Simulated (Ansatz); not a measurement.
**VCl4 radical: energies up the ladder**

Wanted for VCl4 radical: energies up the ladder. Spin multiplicity 2.

Program: Ansatz 0.2.0. Level of theory: the levels named in each step. These are calculated values, not measurements.

## Step 1: The starting structure

Bond lengths: Cl1–V2 2.040 Å, V2–Cl3 2.040 Å, V2–Cl4 2.039 Å, V2–Cl5 2.039 Å. Angles: Cl1–V2–Cl3 109.5°, Cl1–V2–Cl4 109.5°, Cl1–V2–Cl5 109.5°, Cl3–V2–Cl4 109.6°, Cl3–V2–Cl5 109.4°, Cl4–V2–Cl5 109.3°.

Structure file:

```xyz
5

Cl    1.7650   -0.7497    0.6943
V    -0.0006    0.0006    0.0006
Cl   -0.9862   -1.4416   -1.0528
Cl   -1.1488    0.6012    1.5742
Cl    0.3678    1.5964   -1.2147
```

## Step 2: A rough first relaxation, PBE-D4/def2-SVP

Input file input.yaml:

```yaml
crystal:
  periodic: [false, false, false]
  atoms:
    - { symbol: Cl, position_ang: [1.76499, -0.74971, 0.69428] }
    - { symbol: V, position_ang: [-0.00055, 0.00055, 0.00058] }
    - { symbol: Cl, position_ang: [-0.98624, -1.44163, -1.05277] }
    - { symbol: Cl, position_ang: [-1.1488, 0.6012, 1.5742] }
    - { symbol: Cl, position_ang: [0.36782, 1.59642, -1.21468] }
magnetization:
  spin_polarized: true
  initial_magnetization: 1
basis:
  gaussian: { orbitals: def2-SVP }
hamiltonian:
  xc: pbe
  dispersion: d4
relax:
  f_tol: 0.03
  max_steps: 200
```

The run is started by

```bash
$ ansatz run input.yaml --threads 4 --pin off --max-ram 10240MiB --backend cpu --events-out ev --progress --plain --runs-dir out
```

The runs that follow: Relaxation, PBE0-D4/def2-TZVPP; Frequencies, PBE0-D4/def2-TZVPP; Single point, PBE-D4/def2-TZVPP; Single point, r2SCAN-D4/def2-TZVPP; Single point, B3LYP-D4/def2-TZVPP; Single point, wB97M-V/def2-TZVPP; Single point, B2PLYP/def2-TZVPP; Single point, LDA/def2-TZVPP; Single point, PBE0-D4/def2-SVP; Single point, PBE-D4/def2-SVP.

What does the calculation give? Wanted: Cl1–V2 at PBE0-D4/def2-TZVPP; V2–Cl3 at PBE0-D4/def2-TZVPP; V2–Cl4 at PBE0-D4/def2-TZVPP; frequencies at PBE0-D4/def2-TZVPP; energy at PBE-D4/def2-SVP.

The runs gave:

| quantity | value |
| --- | --- |
| Cl1–V2 at PBE0-D4/def2-TZVPP | 2.127 Å |
| V2–Cl3 at PBE0-D4/def2-TZVPP | 2.127 Å |
| V2–Cl4 at PBE0-D4/def2-TZVPP | 2.127 Å |
| frequencies at PBE0-D4/def2-TZVPP | 67 to 522 cm⁻¹ |
| energy at PBE-D4/def2-SVP | -75739.206 eV |

No mode is imaginary, so the geometry is a minimum. These totals serve in differences with atoms or fragments at the same level; alone they don't rank the methods.
